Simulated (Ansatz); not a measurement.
# ScH3O3: how energies converge with the basis set

The task here is to estimate one member of a computed series from the others.

Method: one geometry, several basis sets; program: Ansatz 0.2.0, Gaussian basis.

Levels to be run: PBE0-D4/def2-SVP; ωB97M-V/def2-SVP; PBE0-D4/def2-QZVPP; ωB97M-V/def2-QZVPP; the functionals' def2-TZVPP values are taken from earlier runs.

## The relaxed structure

An earlier PBE0-D4 in a triple-zeta def2 set relaxation fixed the geometry.

SMILES `[OH][Sc]([OH])[OH]`, 7 atoms, charge 0, spin multiplicity 1.

Atoms are counted from 1 here; the program's logs count them from 0.

Bond lengths: O1–Sc2 1.872 Å, O1–H5 0.952 Å, Sc2–O3 1.872 Å, Sc2–O4 1.872 Å, O3–H6 0.952 Å, O4–H7 0.952 Å. Angles: Sc2–O1–H5 166.2°, O1–Sc2–O3 120.0°, O1–Sc2–O4 120.0°, O3–Sc2–O4 120.0°, Sc2–O3–H6 166.3°, Sc2–O4–H7 166.2°.

Coordinates:

```mol
H3O3Sc
  3D, bonds by distance, orders not assigned

  7  6  0  0  0  0  0  0  0  0999 V2000
   -1.5471    1.0394    0.1759 O   0  0
    0.0000   -0.0001   -0.0001 Sc  0  0
    1.1078   -0.2869    1.4816 O   0  0
    0.4390   -0.7523   -1.6573 O   0  0
   -2.3578    1.5201    0.0428 H   0  0
    1.5165   -0.3036    2.3411 H   0  0
    0.8416   -1.2166   -2.3842 H   0  0
  1  2  8  0
  2  3  8  0
  2  4  8  0
  1  5  8  0
  3  6  8  0
  4  7  8  0
M  END
```

Set-up of the first run:

Contents of in.yaml:

```yaml
crystal:
  periodic: [false, false, false]
  atoms:
    - {symbol: O, position_ang: [-1.547090, 1.039450, 0.175948]}
    - {symbol: Sc, position_ang: [0.000039, -0.000053, -0.000070]}
    - {symbol: O, position_ang: [1.107824, -0.286941, 1.481638]}
    - {symbol: O, position_ang: [0.438972, -0.752320, -1.657275]}
    - {symbol: H, position_ang: [-2.357783, 1.520066, 0.042770]}
    - {symbol: H, position_ang: [1.516489, -0.303611, 2.341140]}
    - {symbol: H, position_ang: [0.841550, -1.216591, -2.384162]}
basis:
  gaussian: {orbitals: def2-SVP}
hamiltonian: {xc: pbe0, dispersion: d4}
output: {orbitals: {seedname: orbitals}}
```

Among the steps run: PBE0-D4 in def2-SVP; ωB97M-V in def2-SVP; PBE0-D4 in def2-QZVPP; ωB97M-V in def2-QZVPP.

One of the session's tables, all rows but one given; the rest of the session is left out.

It belongs to the step «Density functionals: the series». 

| functional | basis | HOMO (eV) | LUMO (eV) |
| --- | --- | --- | --- |
| PBE0-D4 | def2-SVP | -7.62 | -1.01 |
| PBE0-D4 | def2-TZVPP | -8.16 | -1.37 |
| PBE0-D4 | def2-QZVPP | -8.20 | -1.38 |
| ωB97M-V | def2-SVP | -10.04 | 0.27 |
| ωB97M-V | def2-TZVPP | -10.62 | 0.06 |
| ωB97M-V | def2-QZVPP | ? | ? |

Q: Estimate the row for ωB97M-V, def2-QZVPP from the others.

**Answer.** HOMO (eV): -10.65; LUMO (eV): -0.05. In the column «HOMO (eV)» it is the lowest.
